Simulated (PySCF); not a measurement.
# n-propyl bromide (C3H7Br): NMR shifts, electronic excitations and K edges in gas and solvents, part 2 of 2

PySCF 2.14.0. Atoms count from 0.

## Step 6: Excited states and response: B3LYP/def2-SVPD

What the job is given:

```
{"job": {"kind": "uv", "xc": "B3LYP", "basis": "def2-SVPD", "dynamic": true, "nstates": 6, "ntriplets": 0}, "charge": 0, "multiplicity": 1}
C     -1.679879     0.492138    -0.056014
C     -0.955525    -0.679909    -0.694792
C      0.325748    -0.317903    -1.414459
Br     1.688085     0.402820    -0.218245
H     -1.058625     0.964640     0.719064
H     -1.927952     1.264010    -0.802204
H     -2.619440     0.165445     0.413581
H     -0.738377    -1.454111     0.059452
H     -1.608410    -1.159613    -1.446132
H      0.790584    -1.193637    -1.884636
H      0.165218     0.453340    -2.180260
```

With the program's defaults for keys left out, this is: TDDFT B3LYP/def2-SVPD, vertical, gas phase, core orbitals frozen in the response.

The log of the run:

```text
coarse grid: 40176 points
cycle   1  E = -2692.3117529485  dE = -9.703e-01  |g| = 3.155e-01  |ddm| = 4.116e+00
cycle   2  E = -2692.3061470633  dE =  5.606e-03  |g| = 3.453e-01  |ddm| = 8.915e-01
cycle   3  E = -2692.3376381842  dE = -3.149e-02  |g| = 4.093e-02  |ddm| = 4.202e-01
cycle   4  E = -2692.3380154862  dE = -3.773e-04  |g| = 8.760e-03  |ddm| = 7.660e-02
cycle   5  E = -2692.3380299431  dE = -1.446e-05  |g| = 6.526e-03  |ddm| = 2.003e-02
cycle   6  E = -2692.3380401113  dE = -1.017e-05  |g| = 1.010e-03  |ddm| = 8.353e-03
cycle   7  E = -2692.3380403655  dE = -2.541e-07  |g| = 2.097e-04  |ddm| = 1.603e-03
final grid: 84304 points
cycle   8  E = -2692.3379897272  dE = -5.412e-08  |g| = 2.859e-04  |ddm| = 7.231e-03
cycle   9  E = -2692.3379897034  dE =  2.388e-08  |g| = 4.107e-04  |ddm| = 9.383e-04
cycle  10  E = -2692.3379897478  dE = -4.441e-08  |g| = 4.303e-05  |ddm| = 5.229e-04
cycle  11  E = -2692.3379897481  dE = -3.611e-10  |g| = 4.363e-06  |ddm| = 5.475e-05
converged SCF energy = -2692.3379897481

Static polarisability (au): isotropic 61.338, principal 53.471 58.201 72.343

Singlet excitations
state   eV       nm        f      main configurations
  1   6.0331    205.5   0.00174   H->L 0.98
  2   6.1161    202.7   0.00200   H-1->L 0.98
  3   7.0700    175.4   0.02630   H->L+1 0.96
  4   7.1613    173.1   0.05558   H-1->L+1 0.96
  5   7.8025    158.9   0.01647   H->L+2 0.82
  6   7.8390    158.2   0.00239   H->L+3 0.67, H-1->L+2 0.21
```

Run time: 13 s. Hardware: 1 thread of Intel Xeon Platinum 8375C at 2.90GHz, shared host; peak memory 0.79 GiB.

The orbitals next to the gap, with their largest atomic shares:

```
orbital     eV                       atoms
 HOMO−3  -9.84   C1 25 %, C0 24 %, H7 11 %
 HOMO−2  -9.36  C1 23 %, Br3 19 %, C0 14 %
 HOMO−1  -7.64    Br3 82 %, C2 9 %, C1 4 %
   HOMO  -7.57           Br3 82 %, C2 11 %
   LUMO  -0.33  Br3 58 %, C2 26 %, H10 4 %
 LUMO+1   0.38  Br3 21 %, C0 14 %, C1 14 %
 LUMO+2   1.06  Br3 34 %, C0 13 %, H5 11 %
```

With each of the 6 states as a Gaussian band of 0.4 eV half-width at 1/e, the curve within the window shown has maxima at 202 nm (ε 150), 173 nm (ε 3,300) L/(mol cm). Beyond the last state computed it falls off for lack of states. The curve at chosen wavelengths:

(nm, ε (L/mol/cm)): (152, 390), (155, 670), (158, 926), (161, 1201), (164, 1655), (167, 2334), (170, 3009), (173, 3322), (176, 3098), (179, 2455), (182, 1677), (185, 1008), (188, 552), (191, 300), (194, 190), (197, 156), (200, 153), (203, 154), (206, 147), (209, 130), (212, 106), (215, 80), (218, 57), (221, 38), (224, 23), (227, 14)

Further results of this job:

```
           property  computed  measured
  dipole moment (D)      2.14      2.18
polarisability (Å³)      9.09      9.07
 HOMO–LUMO gap (eV)      7.24         –
      −ε(HOMO) (eV)      7.57         –
C6 with itself (au)      1524         –
```

Measured: gas; NIST CCCBDB Release 22 (SRD 101), experimental dipoles; gas; NIST CCCBDB Release 22 (SRD 101), experimental polarizabilities.

## Step 7: TDDFT and polarisability: B3LYP/def2-SVPD in chloroform

The job, as its differences from that of step 6:

```diff
@@ -1,2 +1,2 @@
-{"job": {"kind": "uv", "xc": "B3LYP", "basis": "def2-SVPD", "dynamic": true, "nstates": 6, "ntriplets": 0}, "charge": 0, "multiplicity": 1}
+{"job": {"kind": "uv", "xc": "B3LYP", "basis": "def2-SVPD", "solvent": "chloroform", "nstates": 6, "ntriplets": 0}, "charge": 0, "multiplicity": 1}
 C     -1.679879     0.492138    -0.056014
```

With the program's defaults for keys left out, this is: TDDFT B3LYP/def2-SVPD, vertical, IEF-PCM chloroform (non-equilibrium linear response), core orbitals frozen in the response.

The log of the run:

```text
coarse grid: 40176 points
cycle   1  E = -2692.3160429208  dE = -9.742e-01  |g| = 3.111e-01  |ddm| = 4.115e+00
cycle   2  E = -2692.3110546579  dE =  4.988e-03  |g| = 3.358e-01  |ddm| = 8.711e-01
cycle   3  E = -2692.3407211645  dE = -2.967e-02  |g| = 3.765e-02  |ddm| = 4.063e-01
cycle   4  E = -2692.3410487617  dE = -3.276e-04  |g| = 8.525e-03  |ddm| = 6.942e-02
cycle   5  E = -2692.3410614012  dE = -1.264e-05  |g| = 6.322e-03  |ddm| = 1.886e-02
cycle   6  E = -2692.3410706203  dE = -9.219e-06  |g| = 6.501e-04  |ddm| = 7.606e-03
final grid: 84304 points
cycle   7  E = -2692.3410192577  dE = -3.310e-08  |g| = 7.179e-04  |ddm| = 7.404e-03
cycle   8  E = -2692.3410191439  dE =  1.138e-07  |g| = 9.664e-04  |ddm| = 2.132e-03
cycle   9  E = -2692.3410193836  dE = -2.397e-07  |g| = 9.946e-05  |ddm| = 1.236e-03
cycle  10  E = -2692.3410193857  dE = -2.095e-09  |g| = 1.181e-05  |ddm| = 1.283e-04
cycle  11  E = -2692.3410193857  dE = -3.865e-11  |g| = 2.357e-06  |ddm| = 1.869e-05
converged SCF energy = -2692.3410193857

Static polarisability (au): isotropic 76.530, principal 67.849 72.407 89.334

Singlet excitations
state   eV       nm        f      main configurations
  1   6.1262    202.4   0.00307   H->L 0.99
  2   6.2136    199.5   0.00357   H-1->L 0.99
  3   7.1966    172.3   0.05662   H->L+1 0.96
  4   7.2840    170.2   0.09405   H-1->L+1 0.96
  5   7.9426    156.1   0.10719   H->L+2 0.54, H-2->L 0.24, H->L+3 0.18
  6   7.9814    155.3   0.01737   H->L+3 0.43, H->L+2 0.26, H-1->L+3 0.12
```

It took 12 s on 1 thread of Intel Xeon Platinum 8375C at 2.90GHz, shared host; peak memory 0.77 GiB.

This run: HOMO -7.64 eV, LUMO -0.29 eV; lowest singlet 6.13 eV.

## Step 8: Core excitations: BHandHLYP/def2-SVPD+aug-pcX-1+pcseg-1

The job, as its differences from that of step 7:

```diff
@@ -1,2 +1,2 @@
-{"job": {"kind": "uv", "xc": "B3LYP", "basis": "def2-SVPD", "solvent": "chloroform", "nstates": 6, "ntriplets": 0}, "charge": 0, "multiplicity": 1}
+{"job": {"kind": "xas", "xc": "BHandHLYP", "basis": {"default": "aug-pcX-1", "H": "pcseg-1", "Br": "def2-SVPD"}}, "charge": 0, "multiplicity": 1}
 C     -1.679879     0.492138    -0.056014
```

With the program's defaults for keys left out, this is: core-valence-separated TDA BHandHLYP/aug-pcX-1 H:pcseg-1 Br:def2-SVPD, K edges, non-relativistic, gas phase.

The log of the run:

```text
coarse grid: 40176 points
cycle   1  E = -2692.2553100859  dE = -8.553e-01  |g| = 2.637e-01  |ddm| = 3.415e+00
cycle   2  E = -2692.2661925834  dE = -1.088e-02  |g| = 2.021e-01  |ddm| = 6.364e-01
cycle   3  E = -2692.2762667719  dE = -1.007e-02  |g| = 4.533e-02  |ddm| = 2.440e-01
cycle   4  E = -2692.2767156322  dE = -4.489e-04  |g| = 1.381e-02  |ddm| = 7.376e-02
cycle   5  E = -2692.2767558692  dE = -4.024e-05  |g| = 3.691e-03  |ddm| = 1.910e-02
cycle   6  E = -2692.2767597203  dE = -3.851e-06  |g| = 6.143e-04  |ddm| = 6.180e-03
final grid: 84304 points
cycle   7  E = -2692.2767301004  dE = -7.050e-08  |g| = 5.603e-04  |ddm| = 3.502e-03
cycle   8  E = -2692.2767300908  dE =  9.553e-09  |g| = 6.259e-04  |ddm| = 1.510e-03
cycle   9  E = -2692.2767301901  dE = -9.926e-08  |g| = 3.098e-05  |ddm| = 7.548e-04
cycle  10  E = -2692.2767301904  dE = -3.110e-10  |g| = 1.449e-05  |ddm| = 6.996e-05
converged SCF energy = -2692.2767301904

C K edge
   eV          f      from atoms
  284.182   0.06744   C2
  285.431   0.01030   C0
  285.672   0.01715   C1
  285.977   0.02312   C0
  286.094   0.01026   C1
  286.217   0.00773   C0
  286.409   0.01124   C0
  286.427   0.02967   C1
  286.861   0.00656   C0
  286.977   0.01749   C2
  287.132   0.00169   C1
  287.314   0.00456   C0
  287.406   0.00161   C1
  287.519   0.03301   C2
  287.571   0.00904   C0
  287.759   0.00275   C0
```

Wall time 7.4 s (1 thread of Intel Xeon Platinum 8375C at 2.90GHz, shared host); peak memory 0.72 GiB.

## Step 9: Side by side: NMR shifts

Shifts (ppm), means over like atoms, with basis size and wall time:

```
                           run    C2    C1    C0    H9    H7    H4  functions   time
   PBE0/pcSseg-1 in chloroform  48.8  29.3  13.7  3.58  1.67  1.09        127  9.6 s
   WP04/pcSseg-1 in chloroform  52.6  31.5  15.6  3.47  1.63  1.09        127  8.4 s
wB97X-D/pcSseg-1 in chloroform  47.0  28.7  13.8  3.47  1.61  1.10        127   11 s
                      measured  35.6  26.4  13.0  3.35  1.89  1.06          –      –
```

Measured: solution, not stated per compound (mostly CDCl3 or CCl4); Pretsch, Buehlmann, Badertscher, Structure Determination of Organic Compounds, 4th ed. (2009).

## Step 10: Run by run: electronic excitations

Excitations and ground-state properties, with basis size and wall time:

```
                          run  lowest singlet (eV)  brightest (eV)      f  gap (eV)  α (Å³)  μ (D)  functions  time
              B3LYP/def2-SVPD                 6.03            7.16  0.056      7.24    9.09   2.14        157  13 s
B3LYP/def2-SVPD in chloroform                 6.13            7.94  0.107      7.35   11.34   2.71        157  12 s
```

## Step 11: What came out

What follows sums up all 2 parts.

| quantity | value |
| --- | --- |
| point group | C1 |
| rotational constants (main isotopes) | 11.07, 2.28, 2.02 GHz |
| 13C shifts against TMS (PBE0/pcSseg-1, chloroform) | 48.8, 29.3, 13.7 ppm |
| 1H shifts against TMS (PBE0/pcSseg-1, chloroform, means over atoms taken as alike) | 3.58, 1.67, 1.09 ppm |
| shieldings of Br (PBE0/pcSseg-1, chloroform) | Br3 2434.1 ppm |
| measured, and computed on the same scale | C2 δ 35.6, 48.8; C1 δ 26.4, 29.3; C0 δ 13.0, 13.7; H9 δ 3.35, 3.58; H7 δ 1.89, 1.67; H4 δ 1.06, 1.09 ppm |
| lowest singlet (B3LYP/def2-SVPD) | 6.03 eV (206 nm), f = 0.002 |
| brightest single state of those computed | state 4, 7.16 eV, f = 0.056 |
| C K edge | first line 284.18 eV, strongest 284.18 eV (f = 0.067) |
| range of the shift of C2 | 47.0 to 52.6 ppm |
| range of the lowest singlet | 6.03 to 6.13 eV |

In words: Relaxing lowered the energy by 0.092 eV in 4 steps; the close pair that moved most is C2–Br3, from 1.999 to 1.951 Å. C2 stands next to heavy halogen, whose spin-orbit shielding this run leaves out, so the computed shift lies too far downfield, most of all for carbon beside Br or I. The most deshielded hydrogen is H9, H10 (mean) (hydrogen on an sp3 CH2 bonded to Br), at 3.58 ppm: its carbon carries Br, hence the downfield position. At PBE0/pcSseg-1: The widest tensor belongs to Br3: span 1061 ppm, with a paramagnetic part of -690 ppm. 3 measured 13C shifts can be compared: mean absolute error 5.6 ppm, mean signed error +5.6 ppm. 3 measured 1H shifts can be compared: mean absolute error 0.16 ppm, mean signed error +0.01 ppm. Vibration and temperature are missing from the calculation, and it holds one conformer, so part of the miss against the measured shifts is not the functional's. Beside Br or I the missing spin-orbit coupling can be the larger part. Absolute edge energies from this method are off by several eV; spacings are better. Among the atoms with a shift in every run: Across the 3 runs the shift of C2 moves most, between 47.0 (wB97X-D/pcSseg-1 in chloroform) and 52.6 ppm (WP04/pcSseg-1 in chloroform). Spin-orbit coupling is left out, which matters for shieldings and couplings at and beside the heavy atoms.
